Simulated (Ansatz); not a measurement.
WS in Ansatz: convergence with xc grid

Input of the first run (xc grid 1); the others differ in this setting and in those tied to it:

File input.yaml:

```yaml
crystal:
  lattice:
    - [3.44484848, 0.0, 0.0]
    - [0.0, 3.44484848, 0.0]
    - [0.0, 0.0, 3.44484848]
  atoms:
    - { symbol: W, position: [0.5, 0.5, 0.5] }
    - { symbol: S, position: [0.0, 0.0, 0.0] }
hamiltonian:
  xc: pbe0
  pseudopotentials: { kind: paw }
kpoints:
  mp_grid: { grid: [4, 4, 4] }
scf:
  occupations: { method: fermi_dirac, width: 0.05 }
output:
  forces: true
  stress: true
  eigenvalues: true
basis:
  xc_grid: 1
```

Potentials or basis: Ansatz PAW.

The run is started by

```sh
$ ansatz run input.yaml --threads 2 --pin off --max-ram 5632MiB --backend cpu --events-out ev --progress --plain --runs-dir out
```

The cell was built by a generator and needn't be a form met in nature.

Hardware: 2 threads of Arm Neoverse V1 (shared host).

| xc grid | energy less the tightest run, at zero smearing (meV/atom) | SCF cycles | CPU time (s) | peak memory (GiB) |
| --- | --- | --- | --- | --- |
| 1 | -0.02 | 46 | 21 | 0.59 |
| 2 | 0.00 | 45 | 21 | 0.61 |
| 3 | 0.00 | 45 | 21 | 0.62 |
| 4 | 0.00 | 45 | 22 | 0.63 |
| 5 | 0.00 | 46 | 22 | 0.66 |

Against the tightest run, the energy stays within 1 meV/atom from 1 on. The tightest run that finished is the yardstick and may itself not be fully converged.

Caveat, for the tightest run too: the k mesh is coarse (spacing up to 0.46 Å⁻¹), so the values aren't converged, least of all with exact exchange. Spin-orbit coupling is left out, which matters for the levels of W.
